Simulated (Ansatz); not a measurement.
# C₂H₈GeO₂Si: up Jacob's ladder to CCSD(T)

How much do the methods differ for C₂H₈GeO₂Si? The plan is to run it at one geometry with functionals of several rungs and with coupled cluster. The yardstick is the atomisation energy at the CCSD(T) limit.

Method: functionals in def2-TZVPP, the program's frozen cores in correlated methods; program: Ansatz 0.2.0, Gaussian basis.

The runs, in order: PBE-D4, r2SCAN-D4, PBE0-D4, B3LYP-D4, ωB97X-V, ωB97M-V, B2PLYP; CCSD(T)/def2-TZVPP; MP2/def2-QZVPP; extrapolation to the limit.

## Step 1: Structure used throughout

All runs share one geometry, relaxed beforehand with PBE0-D4 in a triple-zeta def2 set.

SMILES `O[SiH2]/C=[CH]\[GeH2][OH]`, 14 atoms, charge 0, spin multiplicity 1.

Atoms are counted from 1 here; the program's logs count them from 0.

Bond lengths: O1–Si2 1.655 Å, O1–H7 0.957 Å, Si2–C3 1.849 Å, Si2–H8 1.491 Å, Si2–H9 1.488 Å, C3–C4 1.334 Å, C3–H10 1.092 Å, C4–Ge5 1.944 Å, C4–H11 1.091 Å, Ge5–O6 1.796 Å, Ge5–H12 1.538 Å, Ge5–H13 1.542 Å, O6–H14 0.959 Å. Angles: Si2–O1–H7 118.3°, O1–Si2–C3 105.6°, O1–Si2–H8 109.9°, O1–Si2–H9 111.0°, C3–Si2–H8 111.9°, C3–Si2–H9 110.6°, H8–Si2–H9 107.8°, Si2–C3–C4 124.3°, Si2–C3–H10 117.7°, C4–C3–H10 118.0°, C3–C4–Ge5 129.4°, C3–C4–H11 119.1°, Ge5–C4–H11 111.4°, C4–Ge5–O6 98.5°, C4–Ge5–H12 115.2°, C4–Ge5–H13 114.8°, O6–Ge5–H12 108.0°, O6–Ge5–H13 107.9° and more.

As a file:

```mol
C2H8GeO2Si
  3D, bonds by distance, orders not assigned

 14 13  0  0  0  0  0  0  0  0999 V2000
   -0.7785    0.8268    1.4964 O   0  0
    0.3756   -0.2262    2.0412 Si  0  0
    0.9322   -1.1705    0.5515 C   0  0
    0.5627   -0.8888   -0.6990 C   0  0
   -0.6008    0.5244   -1.3542 Ge  0  0
   -0.3979    0.2393   -3.1154 O   0  0
   -0.7973    1.7103    1.8642 H   0  0
    1.4952    0.5293    2.6717 H   0  0
   -0.1855   -1.1486    3.0647 H   0  0
    1.6016   -2.0180    0.7096 H   0  0
    0.9401   -1.5052   -1.5160 H   0  0
   -2.0913    0.3564   -1.0131 H   0  0
   -0.1151    1.9547   -1.0467 H   0  0
   -0.9411    0.8160   -3.6550 H   0  0
  1  2  8  0
  2  3  8  0
  3  4  8  0
  4  5  8  0
  5  6  8  0
  1  7  8  0
  2  8  8  0
  2  9  8  0
  3 10  8  0
  4 11  8  0
  5 12  8  0
  5 13  8  0
  6 14  8  0
M  END
```

## Step 2: PBE-D4 (GGA)

in.yaml

```yaml
crystal:
  periodic: [false, false, false]
  atoms:
    - {symbol: O, position_ang: [-0.778491, 0.826845, 1.496432]}
    - {symbol: Si, position_ang: [0.375562, -0.226180, 2.041162]}
    - {symbol: C, position_ang: [0.932241, -1.170457, 0.551540]}
    - {symbol: C, position_ang: [0.562746, -0.888816, -0.699024]}
    - {symbol: Ge, position_ang: [-0.600789, 0.524408, -1.354219]}
    - {symbol: O, position_ang: [-0.397876, 0.239297, -3.115425]}
    - {symbol: H, position_ang: [-0.797256, 1.710293, 1.864196]}
    - {symbol: H, position_ang: [1.495179, 0.529253, 2.671698]}
    - {symbol: H, position_ang: [-0.185542, -1.148639, 3.064685]}
    - {symbol: H, position_ang: [1.601603, -2.018017, 0.709580]}
    - {symbol: H, position_ang: [0.940143, -1.505159, -1.515959]}
    - {symbol: H, position_ang: [-2.091251, 0.356412, -1.013050]}
    - {symbol: H, position_ang: [-0.115140, 1.954747, -1.046675]}
    - {symbol: H, position_ang: [-0.941129, 0.815991, -3.654951]}
basis:
  gaussian: {orbitals: def2-TZVPP}
hamiltonian: {xc: pbe, dispersion: d4}
output: {forces: true, orbitals: {seedname: orbitals}}
```

Started as:

```sh
$ ansatz run in.yaml --threads 2 --pin off --events-out ev --progress --plain --max-ram 22528MiB --backend cuda --devices 0, --max-vram 18GiB
```

Further steps of the session: r2SCAN-D4 (meta-GGA); PBE0-D4 (hybrid); B3LYP-D4 (hybrid); ωB97X-V (range-separated); ωB97M-V (range-separated); B2PLYP (double hybrid); CCSD(T) in def2-TZVPP; MP2 in def2-QZVPP.

Q: Predict the results of all the runs planned. Wanted: atomisation energy, CCSD(T)/CBS; farthest; mean size of error, hybrid; mean size of error, range-separated; gap, smallest and largest; T1 diagnostic; triples share of the correlation energy.

The runs gave:

```
                               quantity                                          value
        atomisation energy, CCSD(T)/CBS                                  5109.0 kJ/mol
 functionals within 51.1 kJ/mol (1.0 %)  PBE-D4, r2SCAN-D4, B3LYP-D4, ωB97X-V, ωB97M-V
                               farthest                          B2PLYP (-85.8 kJ/mol)
             mean size of error, hybrid                                    50.5 kJ/mol
    mean size of error, range-separated                                    15.1 kJ/mol
              gap, smallest and largest           4.55 eV (PBE-D4), 11.47 eV (ωB97X-V)
                          T1 diagnostic                                         0.0119
triples share of the correlation energy                                          3.8 %
```

What this shows: PBE-D4 is off by +31.1 kJ/mol. Double hybrids carry the basis error of their MP2 part in triple zeta, and no dispersion term here, so their miss is partly the set-up's. Misses under about 51.1 kJ/mol are within the doubt on the reference itself, which lacks core-valence correlation, relativity and higher excitations, and its outer-core shells are covered unevenly. Hartree-Fock recovers 72 % of the binding; the rest is correlation. Orbital gaps span 4.6 to 11.5 eV; exact exchange widens them. Correlated methods include outer-core shells of Ge, which these sets cover unevenly.
